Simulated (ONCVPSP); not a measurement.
# Tungsten: generating and testing an ONCV potential

Do these settings give a usable potential? It is generated, then checked for transferability, scattering, ghosts and hardness.

The numbers are computed with ONCVPSP 4.0.1 (PBE, scalar-relativistic, spin-unpolarised reference atom).

## (1) The atom and the settings

Typed settings, in words:

| Item | Value |
| --- | --- |
| element | tungsten (W, Z = 74) |
| type | optimised norm-conserving Vanderbilt (ONCV) |
| frozen core | [Kr] 4d10 4f14 |
| valence charge | 14 |
| reference configuration | 5s2 5p6 5d4 6s1 (charge +1) |
| partial waves | 5s+6s: rc 1.80 bohr, ncon 4, nbas 7, qcut 7.4 1/bohr, 3 projectors, debl 3.7 Ha; 5p: rc 2.00 bohr, ncon 4, nbas 8, qcut 8.2 1/bohr, 2 projectors, debl 1.4 Ha; 5d: rc 2.35 bohr, ncon 4, nbas 9, qcut 4.8 1/bohr, 3 projectors, debl 0.9 Ha |
| local potential | polynomial inside 1.70 bohr (lpopt 5, dvloc0 6 Ha) |
| core correction | Teter function fitted to the true core (icmod 2), fcfact 0.2 |

The nodes and maxima of the atom's own shells, from an earlier all-electron run, set the scale for the radii.

All-electron outer shells of the reference configuration (PBE, scalar-relativistic, ld1.x):

```json
{"shell": "5s", "level (eV)": "-86.56", "outermost node (bohr)": "0.53", "outermost maximum (bohr)": "0.96"}
{"shell": "5p", "level (eV)": "-50.72", "outermost node (bohr)": "0.57", "outermost maximum (bohr)": "1.09"}
{"shell": "4f", "level (eV)": "-40.69", "outermost node (bohr)": "–", "outermost maximum (bohr)": "0.43"}
{"shell": "6s", "level (eV)": "-12.18", "outermost node (bohr)": "1.28", "outermost maximum (bohr)": "2.58"}
{"shell": "5d", "level (eV)": "-11.73", "outermost node (bohr)": "0.63", "outermost maximum (bohr)": "1.49"}
{"shell": "6p", "level (eV)": "-6.81", "outermost node (bohr)": "1.52", "outermost maximum (bohr)": "3.35"}
```

## (2) Generating the potential

W.dat reads:

```
# ATOM AND REFERENCE CONFIGURATION
# atsym  z   nc   nv     iexc    psfile
  W 74.00   10    4        4      upf
#
#   n    l    f
    1    0    2.00
    2    0    2.00
    2    1    6.00
    3    0    2.00
    3    1    6.00
    3    2   10.00
    4    0    2.00
    4    1    6.00
    4    2   10.00
    4    3   14.00
    5    0    2.00
    5    1    6.00
    5    2    4.00
    6    0    1.00
#
# PSEUDOPOTENTIAL AND OPTIMIZATION
# lmax
    2
#
#   l,   rc,      ep,       ncon, nbas, qcut
    0    1.80    0.00    4    7    7.40
    1    2.00    0.00    4    8    8.20
    2    2.35    0.00    4    9    4.80
#
# LOCAL POTENTIAL
# lloc, lpopt,  rc(5),   dvloc0
    4    5    1.70    6.00
#
# VANDERBILT-KLEINMAN-BYLANDER PROJECTORs
# l, nproj, debl
    0    3    3.70
    1    2    1.40
    2    3    0.90
#
# MODEL CORE CHARGE
# icmod, fcfact, rcfact
    2    0.20    0.65
#
# LOG DERIVATIVE ANALYSIS
# epsh1, epsh2, depsh
   -5.00    5.00    0.04
#
# OUTPUT GRID
# rlmax, drl
    6.00    0.01
#
# TEST CONFIGURATIONS
# ncnf
    4
# nvcnf
#   n    l    f
    4
    5    0    2.00
    5    1    6.00
    5    2    4.00
    6    0    2.00
#
    4
    5    0    2.00
    5    1    6.00
    5    2    4.00
    6    0    0.00
#
    4
    5    0    2.00
    5    1    6.00
    5    2    3.00
    6    0    0.00
#
    4
    5    0    2.00
    5    1    5.00
    5    2    4.00
    6    0    2.00
#
```

Command:

```sh
$ oncvpsp.x < W.dat > W.out
```

**Question.** What will these runs give? Wanted: cutoffs for 1 and 0.1 mHa per electron, occupied waves; bound ghosts; GHOST(+) flags; largest test error; largest phase difference near zero energy, channels read; rms error of d²Exc/dn², without and with the model core; projector energies reset by the program.

As calculated:

```
                                                quantity                          value
  cutoffs for 1 and 0.1 mHa per electron, occupied waves                18 Ha and 28 Ha
                                            bound ghosts                     none found
                                          GHOST(+) flags                    s at 823 eV
                            largest test error (AE − PS)  -209 meV, for 5s2 5p5 5d4 6s2
largest phase difference near zero energy, channels read                      0.000 rad
 rms error of d²Exc/dn², without and with the model core              6.61 and 0.99 mHa
                 projector energies reset by the program            p: -1.864, 0.250 Ha
```

By total energies transferability is poor: the largest error is 209 meV on 40.1 eV, for 5s2 5p5 5d4 6s2. The potential is of middling hardness: the looser tolerance needs 18 Ha. No bound ghost shows below the valence levels. Near zero energy the phases of the channels with partial waves agree within 0.001 rad. The program also flags highly localised states, GHOST(+) (s). Note that the frozen 4f shell (-41 eV) lies higher than the valence 5s shell (-87 eV). All of this concerns the isolated atom, not yet a solid.
